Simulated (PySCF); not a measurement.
# MgTe: bond curves at several levels of theory

What are the lowest state that PBE0 finds, the bond length, vibrational wavenumber and bond energy of MgTe, and how much do these hang on the method?

The runs use PySCF 2.14.0; Mg def2-SVPD, Te def2-SVPD with ECP28, scalar-relativistic core potentials.

### Step 1. The job

Settings of the job:

| Item | Value |
| --- | --- |
| atoms | Mg, Te |
| charge | 0 |
| basis | Mg def2-SVPD, Te def2-SVPD with ECP28 |
| Hamiltonian | scalar-relativistic core potentials |
| basis functions | 56 |
| electrons treated | 36 |
| masses in u | 23.9850, 129.9062 |
| levels | PBE0, PBE, r²SCAN, revPBE, TPSS, B3LYP, ωB97X, HF, MP2, SCS-MP2, CCSD, CCSD(T) |
| grid | 80 radial by 434 angular points |
| occupations | held fixed by the projection of orbital angular momentum |
| dissociation limit | Mg + Te, each in its ground configuration |
| starting distance in angstrom | 2.675 |
| values of 2S to try | 0, 2 |

The run is started by

```bash
> OMP_NUM_THREADS=1 python dia.py task.json out
```

After this run come: PBE0 along the bond; Excited determinants; PBE; r²SCAN (meta-GGA); revPBE (GGA); TPSS; B3LYP; ωB97X (range-separated hybrid); RHF; Correlated methods on the Hartree–Fock reference.

Before running it: what results should come out? Wanted: for each run, Re; ωe; De; μ.

As calculated:

Lowest PBE0 solution found, without spin–orbit coupling: ¹Σ⁺ (singlet), closed shell. State 2 has its PBE0 minimum 0.09 eV higher. State 3 has its PBE0 minimum 0.15 eV higher, as a spin-mixed determinant (⟨S²⟩ = 1.01), so this is no gap between pure states. State 4 has its PBE0 minimum 1.60 eV higher. The other levels ran on the lowest alone.

```csv
level,Re (Å),ωe (cm⁻¹),De (eV),μ (D)
RHF,2.488,350,0.056,-8.52
RHF-MP2,2.491,375,1.36,n/a
RHF-SCS-MP2,2.501,363,1.17,n/a
RHF-CCSD,2.516,338,0.96,n/a
RHF-CCSD(T),2.518,342,1.14,n/a
PBE,2.490,349,1.65,-6.45
revPBE,2.502,344,1.47,-6.53
TPSS,2.483,355,1.67,-6.79
r²SCAN,2.468,366,1.64,-7.05
B3LYP,2.486,347,1.35,-6.78
PBE0,2.471,360,1.46,-7.09
ωB97X,2.462,362,1.36,-7.75
```

De is counted to Mg + Te in their ground configurations. A positive dipole means Mg(−)Te(+).

Differences from CCSD(T) in the same basis:

```csv
level,Re (mÅ),ωe (%)
RHF,-31,+2.2
RHF-MP2,-27,+9.5
RHF-SCS-MP2,-17,+6.1
RHF-CCSD,-2,-1.2
PBE,-28,+1.9
revPBE,-16,+0.4
TPSS,-35,+3.7
r²SCAN,-50,+7.0
B3LYP,-32,+1.4
PBE0,-47,+5.2
ωB97X,-56,+5.8
```

In words: Against CCSD(T) in the same basis, the bond length is nearest at RHF-CCSD (-2 mÅ) and farthest at ωB97X (-56 mÅ); the wavenumber is nearest at revPBE (+0.4 %) and farthest at RHF-MP2 (+9.5 %). Hartree–Fock falls on the short and stiff side, its usual fault. CCSD(T) in a basis this small is itself some way from its limit, more so than the functionals. Among the levels with a De in the table, it runs from 0.056 eV (RHF) to 1.67 eV (TPSS).

Correlated steps freeze 5 core orbitals. These are scalar-relativistic numbers at best; spin–orbit coupling would shift them, the dissociation energy most.
